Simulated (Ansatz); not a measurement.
# GdSi2: moment against volume, part 2 of 2

At what volume does GdSi2 lose its moments? The runs shown use LAPW. Companion runs by PAW are cited. Its runs: free moments (LAPW); volume scaled by 0.9 (LAPW); volume scaled by 0.9, no spin polarisation (LAPW); volume scaled by 0.95 (LAPW); volume scaled by 0.95, no spin polarisation (LAPW); volume scaled by 1.05 (LAPW); volume scaled by 1.05, no spin polarisation (LAPW).

Ansatz 0.2.0; DFT LDA; a Materials Project cell. Earlier steps stand in the parts before.

## Step 5: Volume scaled by 0.95, LAPW

input.yaml

```yaml
crystal:
  lattice:
    - [3.9904906827, 0.0, 0.0]
    - [-1.9952453414, 3.4558663048, 0.0]
    - [0.0, 0.0, 4.002474505]
  atoms:
    - { symbol: Gd, position: [0.0, 0.0, 0.0], spin: 7.0 }
    - { symbol: Si, position: [0.6666666667, 0.3333333333, 0.5] }
    - { symbol: Si, position: [0.3333333333, 0.6666666667, 0.5] }
magnetization:
  spin_polarized: true
kpoints:
  mp_grid: { grid: [8, 8, 7] }
scf:
  occupations: { method: fermi_dirac, width: 0.05 }
hamiltonian:
  xc: lda
  pseudopotentials: { kind: all_electron, lapw: { basis_error: 0.001 } }
output:
  forces: true
  stress: true
  eigenvalues: false
  populations: true
```

Command:

```
$ ansatz run input.yaml --threads 2 --pin off --max-ram 6144MiB --backend cpu --events-out ev --progress --plain --runs-dir out
```

The log of the run:

```text
settings of this run that can trade accuracy for cost: output.eigenvalues: false. Do not mix this run's numbers with those of runs without the same settings; the input reference describes each key
Gd: projections on atomic orbitals take those of the free atom 1s2 2s2 2p6 3s2 3p6 3d10 4s2 4p6 4d10 4f7 5s2 5p6 5d1 6s2, of charge +0.00 (hamiltonian.pseudopotentials.projection_atoms)
Si: projections on atomic orbitals take those of the free atom 1s2 2s2 2p6 3s2 3p2, of charge +0.00 (hamiltonian.pseudopotentials.projection_atoms)
LAPW: plane waves up to 7.846 Å⁻¹, error target 1.0e-3 eV per atom; small_component_spin mean_spin; Si in spheres of 1.152 Å, 12 of its electrons in bands, Dirac shells []; Gd in spheres of 1.520 Å, 34 of its electrons in bands, Dirac shells []
Engine: ansatz 0.2.0
Pseudopotentials: kind: all_electron
Pseudopotential: Gd, LAPW, valence charge 34, Koelling and Harmon's equation, gaussian nucleus
Pseudopotential: Si, LAPW, valence charge 12, Koelling and Harmon's equation, gaussian nucleus
Functional definition: SPW92
  exchange = slater_x
  correlation = pw_c
Crystal: 3 atoms, lattice volume = 55.197 Å³
Basis set: ecut = 234.53005932491143 eV, 405 PW (Γ), exchange–correlation at level 2
Bands: 39, of which v1, the nominal top of the filled ones, is band 29 counted from 1 (28 counted from 0)
Symmetry: 24 space group operations
Space group: P6/mmm (ITA 191), of the structure as read, at distance tolerance 3.8e-5 Å
Magnetic group: BNS 191.233 (UNI 1463), of the structure as read, at distance tolerance 3.8e-5 Å
k-points: 40 of 448
Non-local potential: Gd, projectors of the file, none
Non-local potential: Si, projectors of the file, none
Initial density: superposition of atomic densities (chi_scale 0.1, normalization cell, long waves kept (reshape's long-wave potential 0.00 eV rms))
Starting moments: Σ|m| = 7 μB on 1 of 3 sites
Initial wavefunctions: plane waves of lowest kinetic energy (no species holds an atomic orbital)
Functional: x = slater, c = lda
iter 1 solved again at ethr=7.13e-4 eV; its pass at ethr=1.00e-1 eV (dr2=4.14e-1 eV) is discarded
SCF iter   1: F=—  HF=-322220.436649 eV  |F-HF|=—  |Δ(HF+E_count)|=         —  Δρ=1.09e-2 (↑1.02e-2 ↓1.09e-2)  dr2=4.16e-1  dr2_m=7.92e-4  M=6.920 μB ∫|m|=7.067 μB  β_m=0.30  ethr=7.13e-4  ⟨swp⟩=2.4  Hψ=19951  notcnv=0
Mixer restart at iter 1: flushing history
preconditioner: auto → Kerker (q_TF=auto, 2.751 Å⁻¹)  [metal: Δε(μ)=0.034 eV  Ē_g=11.492 eV  σ=0.050 eV  W_gap=0.17  n_scr=20 (ndim 8)  ℏωp=24.5 eV  f_vac=0.000  D(μ)=2.47/eV (n_scr^D=20)]
spin=Collinear: Kerker preconditioning applied to the charge; magnetization (m = ρ↑ − ρ↓) channel mixes plain (no charge-response kernel on spin).
SCF iter   2: F=—  HF=-322220.403075 eV  |F-HF|=—  |Δ(HF+E_count)|=   3.36e-2  Δρ=8.90e-3 (↑8.31e-3 ↓8.90e-3)  dr2=3.08e-1  dr2_m=5.19e-4  M=6.904 μB ∫|m|=7.070 μB  β_m=0.65  ethr=7.13e-4  ⟨swp⟩=2.0  Hψ=8995  notcnv=0
iter 3 solved again at ethr=2.18e-5 eV; its pass at ethr=5.30e-4 eV (dr2=1.26e-2 eV) is discarded
SCF iter   3: F=—  HF=-322220.397712 eV  |F-HF|=—  |Δ(HF+E_count)|=   5.36e-3  Δρ=2.05e-3 (↑2.05e-3 ↓2.01e-3)  dr2=1.26e-2  dr2_m=4.76e-4  M=6.792 μB ∫|m|=7.055 μB  β_m=0.56  ethr=2.18e-5  ⟨swp⟩=2.0  Hψ=15108  notcnv=0
SCF iter   4: F=—  HF=-322220.412229 eV  |F-HF|=—  |Δ(HF+E_count)|=   1.45e-2  Δρ=1.88e-3 (↑1.88e-3 ↓1.62e-3)  dr2=1.50e-2  dr2_m=3.56e-4  M=6.768 μB ∫|m|=7.056 μB  β_m=0.78  ethr=2.17e-5  ⟨swp⟩=2.6  Hψ=9101  notcnv=0
SCF iter   5: F=—  HF=-322220.435296 eV  |F-HF|=—  |Δ(HF+E_count)|=         —  Δρ=5.93e-4 (↑5.93e-4 ↓5.00e-4)  dr2=1.47e-3  dr2_m=4.93e-5  M=6.665 μB ∫|m|=7.040 μB  β_m=0.89  ethr=2.17e-5  ⟨swp⟩=2.0  Hψ=8676  notcnv=0
the basis was enlarged: its passes take 84.0 KiB over the memory plan, 2 of 2 planned eigensolver slots
SCF iter   6: F=—  HF=-322220.435144 eV  |F-HF|=—  |Δ(HF+E_count)|=   1.51e-4  Δρ=1.08e-4 (↑1.08e-4 ↓8.69e-5)  dr2=3.31e-5  dr2_m=1.74e-6  M=6.633 μB ∫|m|=7.035 μB  β_m=0.84  ethr=2.54e-6  ⟨swp⟩=2.1  Hψ=8709  notcnv=0
SCF iter   7: F=—  HF=-322220.434809 eV  |F-HF|=—  |Δ(HF+E_count)|=   3.36e-4  Δρ=3.96e-5 (↑3.01e-5 ↓3.96e-5)  dr2=3.97e-6  dr2_m=1.31e-7  M=6.628 μB ∫|m|=7.034 μB  β_m=0.86  ethr=5.70e-8  ⟨swp⟩=2.9  Hψ=9076  notcnv=0
SCF iter   8: F=—  HF=-322220.434809 eV  |F-HF|=—  |Δ(HF+E_count)|=   7.60e-8  Δρ=1.95e-5 (↑1.67e-5 ↓1.95e-5)  dr2=1.55e-6  dr2_m=3.44e-9  M=6.627 μB ∫|m|=7.034 μB  β_m=0.93  ethr=6.85e-9  ⟨swp⟩=2.4  Hψ=8740  notcnv=0
SCF iter   9: F=—  HF=-322220.434808 eV  |F-HF|=—  |Δ(HF+E_count)|=   7.27e-8  Δρ=5.29e-6 (↑5.27e-6 ↓5.29e-6)  dr2=1.13e-7  dr2_m=2.11e-10  M=6.627 μB ∫|m|=7.034 μB  β_m=0.86  ethr=2.68e-9  ⟨swp⟩=2.1  Hψ=8717  notcnv=0
SCF iter  10: F=—  HF=-322220.434808 eV  |F-HF|=—  |Δ(HF+E_count)|=   3.70e-8  Δρ=2.30e-6 (↑2.30e-6 ↓1.99e-6)  dr2=1.30e-8  dr2_m=1.44e-10  M=6.627 μB ∫|m|=7.034 μB  β_m=0.93  ethr=1.95e-10  ⟨swp⟩=2.6  Hψ=8777  notcnv=0
SCF iter  11: F=-322220.434808 eV  HF=-322220.434808 eV  |F-HF|=1.51e-9  |Δ(HF+E_count)|=   6.69e-9  Δρ=6.95e-7 (↑6.27e-7 ↓6.95e-7)  dr2=6.91e-10  dr2_m=7.57e-11  M=6.627 μB ∫|m|=7.034 μB  ethr=2.24e-11  ⟨swp⟩=2.0  Hψ=8702  notcnv=0
SCF 1 converged in 11 iterations: F = -322220.434808 eV  dr2 = 6.91e-10
SCF converged after 11 iterations
Magnetization: 6.6270 μB (32.3135 up, 25.6865 down)
Absolute magnetization: 7.0338 μB (∫|ρ↑−ρ↓|)
Spin contamination: 0.2408 ħ² per cell (⟨S²⟩ above its minimum at these occupations)
Per-site moments (μB) at R_I (Å): [(6.819307635630185, 1.5195939343249203), (-0.062049001931513637, 1.1519554177650775), (-0.062049001931513637, 1.1519554177650775)]
Free energy (F): -322220.434808 eV
Harris-Foulkes:  -322220.434808 eV  (|F-HF|=1.51e-9)
Internal energy: -322220.413148 eV  (E = F + TS)
E sigma→0 (E₀):  -322220.423978 eV
Entropy (-TS):   -0.021661 eV (-7.220 meV/atom)
Fermi energy:    14.876670 eV
--- Per-component energies (eV) ---
  E_band       = -4048.181971
  E_kinetic    = 348825.250343
  E_xc         = -7682.210473
  E_electrostatic = -663363.453017  (all electrons and nuclei)
  E_smearing   = -0.021661  (= −TS)
  E_closure    = 0.000000  (closes the sum)
  E_atoms      = -322192.179761  (free atoms, spherical and without spin; not in F)
  Σ components = -322220.434808   (vs F -322220.434808, Δ=0.00e0)
  Basis errors (estimates in eV, not in F): energy 4.1e-4 per atom: plane waves 3.6e-4 (2.0e-4 summed), levels above the bands 3.4e-36, relativity 6.5e-8, radial functions 4.4e-5, core shells 5.4e-7; eigenvalues (radial functions only) 5.2e-6; not estimated: angular momenta, meshes, grids; target (lapw.basis_error) 1.0e-3; muffin-tin radii Si 1.152 Å, Gd 1.520 Å
--- Forces (eV/Å), atoms counted from 1 ---
  atom   1  Gd     0.00000000    -0.00000000     0.00000000
  atom   2  Si     0.00000000     0.00000000    -0.00000000
  atom   3  Si    -0.00000000    -0.00000000     0.00000000
  max |Σ_I F_I| component: 1.39e-17 eV/Å
--- Stress (GPa, compression-positive) ---
        0.608945       0.000000       0.000000
        0.000000       0.608945       0.000000
        0.000000       0.000000      -2.912140
  P = ⅓ Tr σ = -0.5648 GPa (-5.648 kbar)
--- Löwdin populations: 3 sites ---
  site symbol       q [e]    m [muB]
     0     Gd     63.8729     6.8703
     1     Si     13.9878    -0.1098
     2     Si     13.9878    -0.1098
  spilling = 0.001646 (of n_electrons = 92.000000)
settings of this run that can trade accuracy for cost: output.eigenvalues: false. Do not mix this run's numbers with those of runs without the same settings; the input reference describes each key
```

Run time: 35 s. Hardware: 2 threads of Arm Neoverse N1, shared host; peak memory 0.51 GiB.

Result: total moment 6.63 μB; site moments Gd1 6.82, Si2 -0.06, Si3 -0.06 μB; pressure -0.56 GPa.

## Step 6: Volume scaled by 0.95, no spin polarisation, LAPW

Edit input.yaml of step 5 so:

```diff
@@ -6,7 +6,5 @@
   atoms:
-    - { symbol: Gd, position: [0.0, 0.0, 0.0], spin: 7.0 }
+    - { symbol: Gd, position: [0.0, 0.0, 0.0] }
     - { symbol: Si, position: [0.6666666667, 0.3333333333, 0.5] }
     - { symbol: Si, position: [0.3333333333, 0.6666666667, 0.5] }
-magnetization:
-  spin_polarized: true
 kpoints:
@@ -22,2 +20 @@
   eigenvalues: false
-  populations: true
```

Command:

```
$ ansatz run input.yaml --threads 2 --pin off --max-ram 6144MiB --backend cpu --events-out ev --progress --plain --runs-dir out
```

The log of the run (excerpt; [...] marks lines left out):

```text
settings of this run that can trade accuracy for cost: output.eigenvalues: false. Do not mix this run's numbers with those of runs without the same settings; the input reference describes each key
LAPW: plane waves up to 7.846 Å⁻¹, error target 1.0e-3 eV per atom; small_component_spin mean_spin; Si in spheres of 1.152 Å, 12 of its electrons in bands, Dirac shells []; Gd in spheres of 1.520 Å, 34 of its electrons in bands, Dirac shells []
[...]
  atom   2  Si     0.00000000     0.00000000    -0.00000000
  atom   3  Si    -0.00000000    -0.00000000     0.00000000
[...]
--- Stress (GPa, compression-positive) ---
       -3.533247       0.000000       0.000000
        0.000000      -3.533247       0.000000
        0.000000       0.000000      -6.429432
  P = ⅓ Tr σ = -4.4986 GPa (-44.986 kbar)
settings of this run that can trade accuracy for cost: output.eigenvalues: false. Do not mix this run's numbers with those of runs without the same settings; the input reference describes each key
```

Run time: 21 s. Hardware: 2 threads of Arm Neoverse N1, shared host; peak memory 0.35 GiB.

Result: pressure -4.50 GPa.

## Step 7: Volume scaled by 1.05, LAPW

input.yaml

```yaml
crystal:
  lattice:
    - [4.1258635953, 0.0, 0.0]
    - [-2.0629317977, 3.5731026861, 0.0]
    - [0.0, 0.0, 4.1382539553]
  atoms:
    - { symbol: Gd, position: [0.0, 0.0, 0.0], spin: 7.0 }
    - { symbol: Si, position: [0.6666666667, 0.3333333333, 0.5] }
    - { symbol: Si, position: [0.3333333333, 0.6666666667, 0.5] }
magnetization:
  spin_polarized: true
kpoints:
  mp_grid: { grid: [8, 8, 7] }
scf:
  occupations: { method: fermi_dirac, width: 0.05 }
hamiltonian:
  xc: lda
  pseudopotentials: { kind: all_electron, lapw: { basis_error: 0.001 } }
output:
  forces: true
  stress: true
  eigenvalues: false
  populations: true
```

Command:

```
$ ansatz run input.yaml --threads 2 --pin off --max-ram 6144MiB --backend cpu --events-out ev --progress --plain --runs-dir out
```

The log of the run:

```text
settings of this run that can trade accuracy for cost: output.eigenvalues: false. Do not mix this run's numbers with those of runs without the same settings; the input reference describes each key
Gd: projections on atomic orbitals take those of the free atom 1s2 2s2 2p6 3s2 3p6 3d10 4s2 4p6 4d10 4f7 5s2 5p6 5d1 6s2, of charge +0.00 (hamiltonian.pseudopotentials.projection_atoms)
Si: projections on atomic orbitals take those of the free atom 1s2 2s2 2p6 3s2 3p2, of charge +0.00 (hamiltonian.pseudopotentials.projection_atoms)
LAPW: plane waves up to 7.453 Å⁻¹, error target 1.0e-3 eV per atom; small_component_spin mean_spin; Si in spheres of 1.191 Å, 12 of its electrons in bands, Dirac shells []; Gd in spheres of 1.584 Å, 34 of its electrons in bands, Dirac shells []
[... 7 set-up lines as earlier in the session ...]
Crystal: 3 atoms, lattice volume = 61.007 Å³
Basis set: ecut = 211.60938618337627 eV, 405 PW (Γ), exchange–correlation at level 2
Bands: 39, of which v1, the nominal top of the filled ones, is band 29 counted from 1 (28 counted from 0)
[... 2 set-up lines as earlier in the session ...]
Magnetic group: BNS 191.233 (UNI 1463), of the structure as read, at distance tolerance 3.9e-5 Å
k-points: 40 of 448
[... 3 set-up lines as earlier in the session ...]
Starting moments: Σ|m| = 7 μB on 1 of 3 sites
[... 2 set-up lines as earlier in the session ...]
iter 1 solved again at ethr=8.44e-4 eV; its pass at ethr=1.00e-1 eV (dr2=4.90e-1 eV) is discarded
SCF iter   1: F=—  HF=-322220.239582 eV  |F-HF|=—  |Δ(HF+E_count)|=         —  Δρ=1.03e-2 (↑9.13e-3 ↓1.03e-2)  dr2=4.91e-1  dr2_m=6.89e-4  M=6.974 μB ∫|m|=7.095 μB  β_m=0.30  ethr=8.44e-4  ⟨swp⟩=2.2  Hψ=19639  notcnv=0
Mixer restart at iter 1: flushing history
preconditioner: auto → Kerker (q_TF=auto, 2.705 Å⁻¹)  [metal: Δε(μ)=0.023 eV  Ē_g=11.260 eV  σ=0.050 eV  W_gap=0.11  n_scr=20 (ndim 8)  ℏωp=23.3 eV  f_vac=0.000  D(μ)=3.02/eV (n_scr^D=20)]
spin=Collinear: Kerker preconditioning applied to the charge; magnetization (m = ρ↑ − ρ↓) channel mixes plain (no charge-response kernel on spin).
SCF iter   2: F=—  HF=-322220.198119 eV  |F-HF|=—  |Δ(HF+E_count)|=   4.15e-2  Δρ=8.50e-3 (↑7.58e-3 ↓8.50e-3)  dr2=3.66e-1  dr2_m=4.00e-4  M=6.967 μB ∫|m|=7.101 μB  β_m=0.63  ethr=8.44e-4  ⟨swp⟩=2.0  Hψ=9137  notcnv=0
iter 3 solved again at ethr=3.62e-5 eV; its pass at ethr=6.31e-4 eV (dr2=2.10e-2 eV) is discarded
SCF iter   3: F=—  HF=-322220.205319 eV  |F-HF|=—  |Δ(HF+E_count)|=   7.20e-3  Δρ=2.32e-3 (↑2.32e-3 ↓2.14e-3)  dr2=2.10e-2  dr2_m=4.51e-4  M=6.871 μB ∫|m|=7.072 μB  β_m=0.52  ethr=3.62e-5  ⟨swp⟩=2.0  Hψ=15489  notcnv=0  defer=1
SCF iter   4: F=—  HF=-322220.226435 eV  |F-HF|=—  |Δ(HF+E_count)|=   2.11e-2  Δρ=2.26e-3 (↑2.26e-3 ↓1.93e-3)  dr2=2.77e-2  dr2_m=3.40e-4  M=6.852 μB ∫|m|=7.071 μB  β_m=0.51  ethr=3.61e-5  ⟨swp⟩=2.2  Hψ=9094  notcnv=0
SCF iter   5: F=—  HF=-322220.262142 eV  |F-HF|=—  |Δ(HF+E_count)|=   3.57e-2  Δρ=1.09e-3 (↑1.09e-3 ↓8.92e-4)  dr2=6.13e-3  dr2_m=1.34e-4  M=6.756 μB ∫|m|=7.046 μB  β_m=0.80  ethr=3.61e-5  ⟨swp⟩=2.0  Hψ=8618  notcnv=0
SCF iter   6: F=—  HF=-322220.267083 eV  |F-HF|=—  |Δ(HF+E_count)|=         —  Δρ=1.33e-4 (↑1.22e-4 ↓1.33e-4)  dr2=3.94e-6  dr2_m=8.18e-6  M=6.677 μB ∫|m|=7.029 μB  β_m=0.77  ethr=1.06e-5  ⟨swp⟩=2.0  Hψ=8850  notcnv=0
the basis was enlarged: its passes take 145.0 KiB over the memory plan, 2 of 2 planned eigensolver slots
SCF iter   7: F=—  HF=-322220.267178 eV  |F-HF|=—  |Δ(HF+E_count)|=   9.45e-5  Δρ=5.56e-5 (↑4.98e-5 ↓5.56e-5)  dr2=1.19e-6  dr2_m=1.21e-6  M=6.667 μB ∫|m|=7.028 μB  β_m=0.85  ethr=6.79e-9  ⟨swp⟩=3.1  Hψ=9626  notcnv=0
SCF iter   8: F=—  HF=-322220.267201 eV  |F-HF|=—  |Δ(HF+E_count)|=   2.37e-5  Δρ=2.06e-5 (↑1.96e-5 ↓2.06e-5)  dr2=5.80e-7  dr2_m=1.38e-7  M=6.663 μB ∫|m|=7.027 μB  β_m=0.92  ethr=2.05e-9  ⟨swp⟩=3.0  Hψ=9593  notcnv=0
SCF iter   9: F=—  HF=-322220.267205 eV  |F-HF|=—  |Δ(HF+E_count)|=   3.30e-6  Δρ=8.10e-6 (↑7.18e-6 ↓8.10e-6)  dr2=2.48e-7  dr2_m=7.85e-9  M=6.662 μB ∫|m|=7.027 μB  β_m=0.96  ethr=1.00e-9  ⟨swp⟩=2.8  Hψ=9051  notcnv=0
SCF iter  10: F=—  HF=-322220.267205 eV  |F-HF|=—  |Δ(HF+E_count)|=   2.03e-7  Δρ=2.34e-6 (↑2.34e-6 ↓2.27e-6)  dr2=1.51e-8  dr2_m=3.86e-10  M=6.661 μB ∫|m|=7.027 μB  β_m=0.98  ethr=4.28e-10  ⟨swp⟩=2.5  Hψ=8968  notcnv=0
SCF iter  11: F=-322220.267205 eV  HF=-322220.267205 eV  |F-HF|=1.04e-8  |Δ(HF+E_count)|=   1.35e-8  Δρ=1.27e-6 (↑1.27e-6 ↓1.19e-6)  dr2=3.38e-9  dr2_m=3.05e-10  M=6.661 μB ∫|m|=7.028 μB  ethr=2.59e-11  ⟨swp⟩=2.0  Hψ=8849  notcnv=0
SCF 1 converged in 11 iterations: F = -322220.267205 eV  dr2 = 3.38e-9
SCF converged after 11 iterations
Magnetization: 6.6612 μB (32.3306 up, 25.6694 down)
Absolute magnetization: 7.0275 μB (∫|ρ↑−ρ↓|)
Spin contamination: 0.2307 ħ² per cell (⟨S²⟩ above its minimum at these occupations)
Per-site moments (μB) at R_I (Å): [(6.834934812185715, 1.5835391953395423), (-0.05772997602125951, 1.1910342109487397), (-0.05772997602125951, 1.1910342109487397)]
Free energy (F): -322220.267205 eV
Harris-Foulkes:  -322220.267205 eV  (|F-HF|=1.04e-8)
Internal energy: -322220.242671 eV  (E = F + TS)
E sigma→0 (E₀):  -322220.254938 eV
Entropy (-TS):   -0.024534 eV (-8.178 meV/atom)
Fermi energy:    13.255889 eV
--- Per-component energies (eV) ---
  E_band       = -4146.407995
  E_kinetic    = 348816.617137
  E_xc         = -7679.430703
  E_electrostatic = -663357.429104  (all electrons and nuclei)
  E_smearing   = -0.024534  (= −TS)
  E_closure    = 0.000000  (closes the sum)
  E_atoms      = -322192.179761  (free atoms, spherical and without spin; not in F)
  Σ components = -322220.267205   (vs F -322220.267205, Δ=0.00e0)
  Basis errors (estimates in eV, not in F): energy 4.3e-4 per atom: plane waves 3.7e-4 (2.0e-4 summed), levels above the bands 1.6e-33, relativity 6.7e-8, radial functions 5.8e-5, core shells 1.6e-7; eigenvalues (radial functions only) 2.1e-5; not estimated: angular momenta, meshes, grids; target (lapw.basis_error) 1.0e-3; muffin-tin radii Si 1.191 Å, Gd 1.584 Å
--- Forces (eV/Å), atoms counted from 1 ---
  atom   1  Gd    -0.00000000    -0.00000000     0.00000000
  atom   2  Si     0.00000000    -0.00000000     0.00000000
  atom   3  Si    -0.00000000     0.00000000     0.00000000
  max |Σ_I F_I| component: 1.58e-30 eV/Å
--- Stress (GPa, compression-positive) ---
       -7.621079      -0.000000       0.000000
       -0.000000      -7.621079       0.000000
        0.000000       0.000000      -8.444912
  P = ⅓ Tr σ = -7.8957 GPa (-78.957 kbar)
--- Löwdin populations: 3 sites ---
  site symbol       q [e]    m [muB]
     0     Gd     63.7276     6.8846
     1     Si     14.0642    -0.1014
     2     Si     14.0642    -0.1014
  spilling = 0.001566 (of n_electrons = 92.000000)
settings of this run that can trade accuracy for cost: output.eigenvalues: false. Do not mix this run's numbers with those of runs without the same settings; the input reference describes each key
```

It took 34 s on 2 threads of Arm Neoverse N1, shared host; peak memory 0.49 GiB.

Read from it: total moment 6.66 μB; site moments Gd1 6.83, Si2 -0.06, Si3 -0.06 μB; pressure -7.90 GPa.

## Step 8: Volume scaled by 1.05, no spin polarisation, LAPW

Edit input.yaml of step 7 so:

```diff
@@ -6,7 +6,5 @@
   atoms:
-    - { symbol: Gd, position: [0.0, 0.0, 0.0], spin: 7.0 }
+    - { symbol: Gd, position: [0.0, 0.0, 0.0] }
     - { symbol: Si, position: [0.6666666667, 0.3333333333, 0.5] }
     - { symbol: Si, position: [0.3333333333, 0.6666666667, 0.5] }
-magnetization:
-  spin_polarized: true
 kpoints:
@@ -22,2 +20 @@
   eigenvalues: false
-  populations: true
```

Command:

```
$ ansatz run input.yaml --threads 2 --pin off --max-ram 6144MiB --backend cpu --events-out ev --progress --plain --runs-dir out
```

The log of the run (excerpt; [...] marks lines left out):

```text
settings of this run that can trade accuracy for cost: output.eigenvalues: false. Do not mix this run's numbers with those of runs without the same settings; the input reference describes each key
LAPW: plane waves up to 7.453 Å⁻¹, error target 1.0e-3 eV per atom; small_component_spin mean_spin; Si in spheres of 1.191 Å, 12 of its electrons in bands, Dirac shells []; Gd in spheres of 1.584 Å, 34 of its electrons in bands, Dirac shells []
[...]
  atom   3  Si    -0.00000000     0.00000000     0.00000000
[...]
--- Stress (GPa, compression-positive) ---
      -10.855472      -0.000000       0.000000
       -0.000000     -10.855472       0.000000
        0.000000       0.000000     -10.304546
  P = ⅓ Tr σ = -10.6718 GPa (-106.718 kbar)
settings of this run that can trade accuracy for cost: output.eigenvalues: false. Do not mix this run's numbers with those of runs without the same settings; the input reference describes each key
```

It took 27 s on 2 threads of Arm Neoverse N1, shared host; peak memory 0.37 GiB.

In short: pressure -10.67 GPa.

## Step 9: Side by side

Rows by PAW come from runs of the same series that aren't printed here.

| method | volume × | start | largest site moment (μB) | total moment (μB) | pressure (GPa) | gain by magnetism (meV/atom) |
| --- | --- | --- | --- | --- | --- | --- |
| LAPW | 0.9 | no spin | – | – | 0.7 | – |
| LAPW | 0.9 | moments | 6.81 | 6.61 | 5.2 | 2164.2 |
| LAPW | 0.95 | no spin | – | – | -4.5 | – |
| LAPW | 0.95 | moments | 6.82 | 6.63 | -0.6 | 2189.7 |
| LAPW | 1 | moments | 6.83 | 6.64 | -4.8 | – |
| LAPW | 1.05 | no spin | – | – | -10.7 | – |
| LAPW | 1.05 | moments | 6.83 | 6.66 | -7.9 | 2230.4 |
| PAW | 0.72 | no spin | – | – | 41.0 | – |
| PAW | 0.72 | moments | 6.68 | 6.53 | 49.8 | 2028.2 |
| PAW | 0.8 | no spin | – | – | 17.6 | – |
| PAW | 0.8 | moments | 6.74 | 6.58 | 24.0 | 2101.0 |
| PAW | 0.85 | no spin | – | – | 7.9 | – |
| PAW | 0.85 | moments | 6.77 | 6.59 | 13.1 | 2136.3 |
| PAW | 0.9 | no spin | – | – | 0.7 | – |
| PAW | 0.9 | moments | 6.79 | 6.62 | 5.3 | 2165.8 |
| PAW | 0.95 | no spin | – | – | -4.5 | – |
| PAW | 0.95 | moments | 6.80 | 6.63 | -0.5 | 2191.2 |
| PAW | 1 | no spin | – | – | -8.2 | – |
| PAW | 1 | moments | 6.81 | 6.64 | -4.8 | 2213.2 |
| PAW | 1.05 | no spin | – | – | -10.7 | – |
| PAW | 1.05 | moments | 6.82 | 6.67 | -7.9 | 2231.7 |
| PAW | 1.1 | no spin | – | – | -12.4 | – |
| PAW | 1.1 | moments | 6.82 | 6.68 | -10.2 | 2246.9 |
| PAW | 1.18 | no spin | – | – | -14.0 | – |
| PAW | 1.18 | moments | 6.83 | 6.73 | -12.6 | 2264.8 |

## Step 10: What came out

The summary covers parts 1 to 2.

```
                  quantity    value
total moment at 0.72 (PAW)  6.53 μB
   total moment at 1 (PAW)  6.64 μB
total moment at 1.18 (PAW)  6.73 μB
```

By PAW the total moment runs from 6.53 μB at 0.72 of the volume to 6.73 μB at 1.18. At the given cell magnetism adds +3.4 GPa to the pressure. No U acts on the open f shell, so these are results of the method and may differ from the real material's. Other magnetic orders may lie lower; this is the state that the run reached. Spin-orbit coupling is left out, though the cell holds Gd; in elements this heavy it can shift bands and gaps by tenths of an eV. With one magnetic atom in the cell only ferromagnetic order fits; the real order can differ. The k mesh (8×8×7) wasn't tested for convergence.
